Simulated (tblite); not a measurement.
# C5H12FNSi2: the cost of one run

Programs: PySCF 2.14.0 with density-fitted response routines of our own, and tblite 0.8.0. All values are computed, except where a source is named. Atoms count from 0 throughout.

## (1) The starting structure

21 atoms, charge 0, multiplicity 1; geometry from: MMFF94s geometry.

Bonds of the start (Å): C1–C2 1.53, C1–H9 1.08, C1–Si8 1.88, C2–H10 1.09, C2–H11 1.09, C2–Si3 1.88, C5–C6 1.50, C5–C7 1.51, C5–H14 1.09, C6–C7 1.50, C6–H15 1.08, C6–H16 1.09, C7–H17 1.08, C7–H18 1.08, F0–C1 1.37, N4–C5 1.48, N4–Si8 1.74, Si3–H12 1.49, Si3–H13 1.47, Si3–N4 1.73, Si8–H19 1.49, Si8–H20 1.49.

## (2) GFN2-xTB relaxation, conformer 1

The job: settings as JSON, then the geometry in Å.

```
{"job": {"xc": "GFN2-xTB", "basis": "xTB", "kind": "relax"}, "charge": 0, "multiplicity": 1}
F      3.538600     0.928700     0.575300
C      2.551300     0.646500    -0.338400
C      2.441800    -0.877300    -0.462700
Si     0.623400    -1.172200    -0.856700
N     -0.269900    -0.001000     0.049800
C     -1.719200     0.228400    -0.114000
C     -2.693600    -0.758800     0.458300
C     -2.540000     0.594100     1.096900
Si     0.890200     1.274900     0.277800
H      2.820200     1.109200    -1.277800
H      3.098700    -1.256500    -1.245700
H      2.710500    -1.369900     0.473900
H      0.183600    -2.538400    -0.447000
H      0.372600    -0.935500    -2.290200
H     -2.011100     0.708300    -1.048800
H     -3.599300    -0.963000    -0.090400
H     -2.313800    -1.612300     1.014700
H     -3.348800     1.300300     0.956400
H     -2.067900     0.642900     2.069600
H      0.445400     2.442800    -0.526400
H      0.878500     1.625700     1.725100
```

Launch:

```
OMP_NUM_THREADS=1 python ens_run.py task.json out
```

One launch serves the whole session.

**Question.** How long does this first job take on 1 thread of Intel Xeon Platinum 8175M at 2.50GHz, shared host?

About 3.4 s.
